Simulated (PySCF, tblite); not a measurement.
# C₄H₇FNSi radical: geometry, infrared bands and EPR parameters

Aim: predict the infrared bands and EPR parameters of C₄H₇FNSi radical (`C[Si](F)CCC#N`).

Computed with tblite 0.8.0 and PySCF 2.14.0, with density-fitted response routines of our own, on a single molecule in the gas phase. Atoms are numbered from 0 throughout.

### Step 1. The starting structure

14 atoms, charge 0, multiplicity 2; geometry from: force field or distance geometry start.

Bonds of the start (Å): C0–Si1 1.85, Si1–F2 1.69, Si1–C3 1.85, C3–C4 1.51, C4–C5 1.48, C5–N6 1.17, C0–H7 1.10, C0–H8 1.11, C0–H9 1.12, C3–H10 1.12, C3–H11 1.12, C4–H12 1.11, C4–H13 1.11.

### Step 2. Geometry optimisation with GFN2-xTB

Job settings and geometry (Å):

```
{"job": {"kind": "relax", "xc": "GFN2-xTB", "basis": "xTB"}, "charge": 0, "multiplicity": 2}
C     -2.473100     0.550600     0.497100
Si    -1.056000    -0.533800     0.992000
F     -1.274600    -2.138500     0.510700
C      0.473300     0.220500     0.279600
C      1.707200    -0.625600     0.444000
C      2.803900     0.144300    -0.194700
N      3.665400     0.753200    -0.694700
H     -3.038600     0.098300    -0.327300
H     -2.070500     1.513000     0.120500
H     -3.131700     0.796400     1.372500
H      0.580000     1.251600     0.693400
H      0.268500     0.338300    -0.810300
H      1.524200    -1.564900    -0.114300
H      2.021300    -0.804000     1.489400
```

The run is started by

```sh
> OMP_NUM_THREADS=1 python probes_run.py task.json out
```

This one command runs all jobs of the session in turn.

**Question.** This job is followed by: GFN2-xTB harmonic vibrations, gas phase; UKS B3LYP, pcH-1 on C F H N Si, non-relativistic, mean-field spin-orbit, GIAO. What will the session give for the following? strongest single infrared mode (GFN2-xTB); zero-point energy (GFN2-xTB); g(iso) (B3LYP); ⟨S²⟩; largest a(iso) (averaged by class); potential on the surface of density 0.002 e/bohr³, 1st and 99th percentile.

**Answer**, as computed:

| quantity | value |
| --- | --- |
| strongest single infrared mode (GFN2-xTB) | 2410 cm⁻¹, 247 km/mol |
| zero-point energy (GFN2-xTB) | 64.4 kcal/mol |
| g(iso) (B3LYP) | 2.00248 |
| ⟨S²⟩ | 0.751 (exact 0.75) |
| largest a(iso) (averaged by class) | 29Si on Si1, -624.8 MHz |
| potential on the surface of density 0.002 e/bohr³, 1st and 99th percentile | -1.82 V and 1.44 V |

In words: The optimisation took 95 steps and gained 0.417 eV; among the close pairs (by a distance rule), Si1–C3 changed most, from 1.848 to 1.912 Å. No mode is imaginary among the 36: a minimum at this level. The strongest single mode, at 2410 cm⁻¹, moves mainly C5 and N6. Unscaled tight-binding wavenumbers are off by several per cent, some by more. Its intensities can rank the bands wrongly. Most of the unpaired spin sits on Si1 (0.84 e). The isotropic g lies 0.2 ppt above the free-electron value. These values are for one conformer; the search (at its own cheap level) found 2 more, at 0.18, 0.41 kcal/mol, and measured spectra average over such forms.
